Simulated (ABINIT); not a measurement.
# HfIn4SiO6 (P312) in ABINIT: single point with r2SCAN

Aim: the single point of HfIn4SiO6 with r2SCAN.

Program: ABINIT 10.8.3 (patched build). These are calculated values, not measurements. Logs are shortened: lines on timing, memory, paths and dates and some standing lists are left out, and cuts for length are marked. The log counts tension as positive stress, the text compression.

## 1. The crystal as given

Symmetry: P312, No. 149, trigonal system. The conventional cell has a = 5.277 Å, b = 5.277 Å, c = 10.559 Å, α = 90.00°, β = 90.00°, γ = 120.00°. Hf (site symmetry 32) is surrounded by 6 O at 2.10 Å. In (site symmetry 3) has 3 O at 2.62 Å as nearest neighbours. Around In (site symmetry 3) lie 3 O at 2.32 Å. Si (site symmetry 32) has 6 O at 1.83 Å as nearest neighbours. O (site symmetry 1) has 1 Si at 1.83 Å and 1 Hf at 2.10 Å as nearest neighbours.

The cell was built by a generator and needn't be a form met in nature.

## 2. Single point, r2SCAN

run.abi

```
# Pseudopotentials
pp_dirpath "./"
pseudos "Hf.GGA_PBE-ansatz_soft_1.xml, In.GGA_PBE-ansatz_soft_1.xml, Si.GGA_PBE-ansatz_soft_1.xml, O.GGA_PBE-ansatz_soft_1.xml"

# Structure
acell 5.27743 5.2774338452 10.55905 Angstrom
rprim
     1.0000000000     0.0000000000     0.0000000000
    -0.5000005831     0.8660250671     0.0000000000
     0.0000000000     0.0000000000     1.0000000000
ntypat 4
znucl 72 49 14 8
natom 12
typat 1 2 2 2 2 3 4 4 4 4 4 4
xred
     0.6666700000     0.3333300000     0.0000000000
     0.0000000000     0.0000000000     0.3044600000
     0.0000000000     0.0000000000     0.6955400000
     0.3333300000     0.6666700000     0.7891900000
     0.3333300000     0.6666700000     0.2108100000
     0.0000000000     0.0000000000     0.0000000000
     0.9730000000     0.7049600000     0.8997200000
     0.2950400000     0.0270000000     0.1002800000
     0.2950400000     0.2680400000     0.8997200000
     0.7319600000     0.7049600000     0.1002800000
     0.7319600000     0.0270000000     0.8997200000
     0.9730000000     0.2680400000     0.1002800000

# Plane-wave basis
ecut 18.0
pawecutdg 36.0
pawovlp -1

# k points
kptopt 1
ngkpt 3 3 2
nshiftk 1
shiftk 0.0 0.0 0.0

# Exchange and correlation
ixc -497498
usekden 1
pawxcdev 0

# Bands and occupations
nband 71
occopt 3
tsmear 0.05 eV

# SCF cycle
nstep 100
tolvrs 1.0e-7

# Output
iomode 3
prtwf 0
prtden 0
prteig 0
prtebands 0
enunit 1
```

Potentials or basis: Ansatz PAW PBE generated set soft_1, frozen core.

Started as:

```console
$ mpirun --bind-to none -np 4 abinit run.abi > log 2>&1
```

run.abo:

```text
[... set-up lines left out ...]
 ETOT  1  -522.83224815341    -5.228E+02 2.783E+00 2.237E+01
 ETOT  2  -525.84751526234    -3.015E+00 1.258E-01 2.353E+01
 ETOT  3  -525.77607727729     7.144E-02 5.741E-02 6.062E+00
 ETOT  4  -525.76488610610     1.119E-02 3.368E-02 1.478E+00
 ETOT  5  -525.75707543524     7.811E-03 3.652E-02 1.780E-01
 ETOT  6  -525.75647903107     5.964E-04 1.604E-02 8.519E-02
 ETOT  7  -525.75612649774     3.525E-04 2.233E-02 3.186E-02
 ETOT  8  -525.75568964941     4.368E-04 8.032E-03 8.894E-03
 ETOT  9  -525.75563197158     5.768E-05 1.158E-02 4.115E-03
 ETOT 10  -525.75562532000     6.652E-06 3.759E-03 1.004E-03
 ETOT 11  -525.75564409897    -1.878E-05 5.587E-03 2.721E-04
 ETOT 12  -525.75564980318    -5.704E-06 2.694E-03 7.835E-05
 ETOT 13  -525.75565355072    -3.748E-06 3.402E-03 2.111E-05
 ETOT 14  -525.75565481883    -1.268E-06 3.035E-03 7.228E-06
 ETOT 15  -525.75565525665    -4.378E-07 3.588E-03 1.250E-06
 ETOT 16  -525.75565532239    -6.574E-08 2.890E-03 4.225E-07
 ETOT 17  -525.75565533177    -9.380E-09 3.157E-03 1.169E-07
 ETOT 18  -525.75565533381    -2.044E-09 2.328E-03 3.086E-08

 At SCF step   18       nres2   =  3.09E-08 < tolvrs=  1.00E-07 =>converged.

Result for kinetic energy density :

--------------------------------------------------------------------------------
 Total kinetic energy density [Ha/Bohr^3]
)     Maximum=    1.6725E+00  at reduced coord.    0.6667    0.3333    0.0000
)     Minimum=    4.3395E-05  at reduced coord.    0.6667    0.3333    0.5000
   Integrated=    8.5710E+01
--------------------------------------------------------------------------------

 Cartesian components of stress tensor (hartree/bohr^3)
  sigma(1 1)=  1.22846692E-04  sigma(3 2)= -3.07449730E-09
  sigma(2 2)=  1.22853190E-04  sigma(3 1)= -1.77505788E-09
  sigma(3 3)=  8.93003290E-05  sigma(2 1)=  5.62794634E-09

--- !ResultsGS
iteration_state: {dtset: 1, }
comment   : Summary of ground state results
lattice_vectors:
- [  9.9729010,   0.0000063,   0.0000000, ]
- [ -4.9864618,   8.6367791,   0.0000000, ]
- [  0.0000000,   0.0000000,  19.9537126, ]
lattice_lengths: [   9.97290,    9.97290,   19.95371, ]
lattice_angles: [ 90.000,  90.000, 120.000, ] # degrees, (23, 13, 12)
lattice_volume:   1.7186886E+03
convergence: {deltae: -2.044E-09, res2:  3.086E-08, residm:  2.328E-03, diffor: null, }
etotal    :  -5.25755655E+02
entropy   :   0.00000000E+00
fermie    :   1.12813878E-01
cartesian_stress_tensor: # hartree/bohr^3
- [  1.22846692E-04,   5.62794634E-09,  -1.77505788E-09, ]
- [  5.62794634E-09,   1.22853190E-04,  -3.07449730E-09, ]
- [ -1.77505788E-09,  -3.07449730E-09,   8.93003290E-05, ]
pressure_GPa:  -3.2853E+00
xred      :
- [  6.6667E-01,   3.3333E-01,   0.0000E+00, Hf]
- [  0.0000E+00,   0.0000E+00,   3.0446E-01, In]
- [  0.0000E+00,   0.0000E+00,   6.9554E-01, In]
[... 140 lines left out ...]
local_psp           : -9.96945223851309E+02
PAW spherical_terms :  1.27864309167416E+02
internal            : -5.25755134664807E+02
'-kT*entropy'       : -4.84511856454241E-04
total_energy        : -5.25755619176664E+02
total_energy_eV     : -1.43065392244111E+04
...

--- !EnergyTermsDC
iteration_state     : {dtset: 1, }
comment             : '"Double-counting" decomposition of free energy'
band_energy         : -4.53087457541513E+01
Ewald energy        : -1.64165190631713E+02
psp_core            :  1.66545749283572E+01
xc_dc               : -4.52024890625374E+02
PAW spherical_terms :  1.19089081260928E+02
internal            : -5.25755170821953E+02
'-kT*entropy'       : -4.84511856454241E-04
total_energy_dc     : -5.25755655333810E+02
total_energy_dc_eV  : -1.43065402082972E+04
...

--- !EnergyTermsWithPAWCore
iteration_state     : {dtset: 1, }
comment             : 'Components of total free energy, including PAW core contributions'
Total energy        : -3.73802558933799E+04
Total energy DC     : -3.73802559295370E+04
Total energy (eV)   : -1.01716858108837E+06
Total energy DC (eV): -1.01716858207225E+06
...

 Cartesian components of stress tensor (hartree/bohr^3)
  sigma(1 1)=  1.22846692E-04  sigma(3 2)= -3.07449730E-09
  sigma(2 2)=  1.22853190E-04  sigma(3 1)= -1.77505788E-09
  sigma(3 3)=  8.93003290E-05  sigma(2 1)=  5.62794634E-09

-Cartesian components of stress tensor (GPa)         [Pressure= -3.2853E+00 GPa]
- sigma(1 1)=  3.61427445E+00  sigma(3 2)= -9.04548336E-05
- sigma(2 2)=  3.61446565E+00  sigma(3 1)= -5.22240058E-05
- sigma(3 3)=  2.62730639E+00  sigma(2 1)=  1.65579898E-04

== END DATASET(S) ==============================================================
================================================================================

 -outvars: echo values of variables after computation  --------
            acell      9.9729009817E+00  9.9729009817E+00  1.9953712650E+01 Bohr
           etotal     -5.2575565533E+02
            fcart     -1.0937866352E-05  6.3149659707E-06 -0.0000000000E+00
                      -1.0027889763E-06 -8.1028965990E-08 -4.4926491358E-03
                      -4.3122310422E-07  9.0895437655E-07  4.4926491358E-03
                       2.6084939192E-06 -2.0432155647E-06  5.2945413516E-03
                       3.0737259388E-06 -1.2374082689E-06 -5.2945413516E-03
                       2.4516452258E-06 -1.4154548680E-06 -0.0000000000E+00
                       1.9950248057E-05  2.0805300642E-03  3.1554243905E-03
                      -1.7918147183E-03 -1.0575459214E-03 -3.1554243905E-03
                      -1.8121767915E-03 -1.0237060219E-03  3.1565186597E-03
                      -1.9537002578E-05  2.0812441107E-03 -3.1565186597E-03
                       1.7927526682E-03 -1.0608064072E-03  3.1542535487E-03
                       1.8150636094E-03 -1.0221626372E-03 -3.1542535487E-03
            rprim      1.0000000000E+00  6.3097360503E-07  0.0000000000E+00
                      -5.0000112955E-01  8.6602475164E-01  0.0000000000E+00
                       0.0000000000E+00  0.0000000000E+00  1.0000000000E+00
           strten      1.2284669160E-04  1.2285319022E-04  8.9300328978E-05
                      -3.0744973018E-09 -1.7750578781E-09  5.6279463398E-09
           xangst      2.6387403614E+00  1.5234492087E+00  0.0000000000E+00
                       0.0000000000E+00  0.0000000000E+00  3.2148083630E+00
                       0.0000000000E+00  0.0000000000E+00  7.3442416370E+00
                      -3.0361269906E-05  3.0469407912E+00  8.3330966695E+00
                      -3.0361269906E-05  3.0469407912E+00  2.2259533305E+00
                       0.0000000000E+00  0.0000000000E+00  0.0000000000E+00
                       3.2747478542E+00  3.2219430269E+00  9.5001884660E+00
                       1.4858080225E+00  1.2340142255E-01  1.0588615340E+00
                       8.4977049034E-01  1.2250474255E+00  9.5001884660E+00
                       2.0026756636E+00  3.2219422242E+00  1.0588615340E+00
                       3.7916235781E+00  1.2340287746E-01  9.5001884660E+00
                       4.4276582365E+00  1.2250496830E+00  1.0588615340E+00
             xred      6.6667000000E-01  3.3333000000E-01  0.0000000000E+00
                       0.0000000000E+00  0.0000000000E+00  3.0446000000E-01
                       0.0000000000E+00  0.0000000000E+00  6.9554000000E-01
                       3.3333000000E-01  6.6667000000E-01  7.8919000000E-01
                       3.3333000000E-01  6.6667000000E-01  2.1081000000E-01
                       0.0000000000E+00  0.0000000000E+00  0.0000000000E+00
                       9.7300000000E-01  7.0496000000E-01  8.9972000000E-01
                       2.9504000000E-01  2.7000000000E-02  1.0028000000E-01
                       2.9504000000E-01  2.6804000000E-01  8.9972000000E-01
                       7.3196000000E-01  7.0496000000E-01  1.0028000000E-01
                       7.3196000000E-01  2.7000000000E-02  8.9972000000E-01
                       9.7300000000E-01  2.6804000000E-01  1.0028000000E-01
 Calculation completed.
```

Wall time 8.4 min (4 MPI ranks of AMD EPYC 7R43 (Zen 3), shared host); peak memory 1.6 GiB.

Results:

```
Free energy            : -14306.5402 eV
Pressure               : -3.3 GPa
Largest force          : 0.272 eV/Å
Band gap on the k mesh : none (metal or under the smearing width)
```

Forces on the atoms (eV/Å):
```
Hf  -0.001  0.000  0.000
In   0.000  0.000 -0.231
In   0.000  0.000  0.231
In   0.000  0.000  0.272
In   0.000  0.000 -0.272
Si   0.000  0.000  0.000
O    0.001  0.107  0.162
O   -0.092 -0.054 -0.162
O   -0.093 -0.053  0.162
O   -0.001  0.107 -0.162
O    0.092 -0.055  0.162
O    0.093 -0.053 -0.162
```

Caveat: the k mesh is coarse (spacing up to 0.46 Å⁻¹), so the values aren't converged; the atomic spheres overlap; totals of a meta-GGA on PAW files have another zero than those of a GGA; the PAW data sets were made with another functional, which shifts forces and pressure a little. Spin-orbit coupling is left out, which matters for the levels of Hf.
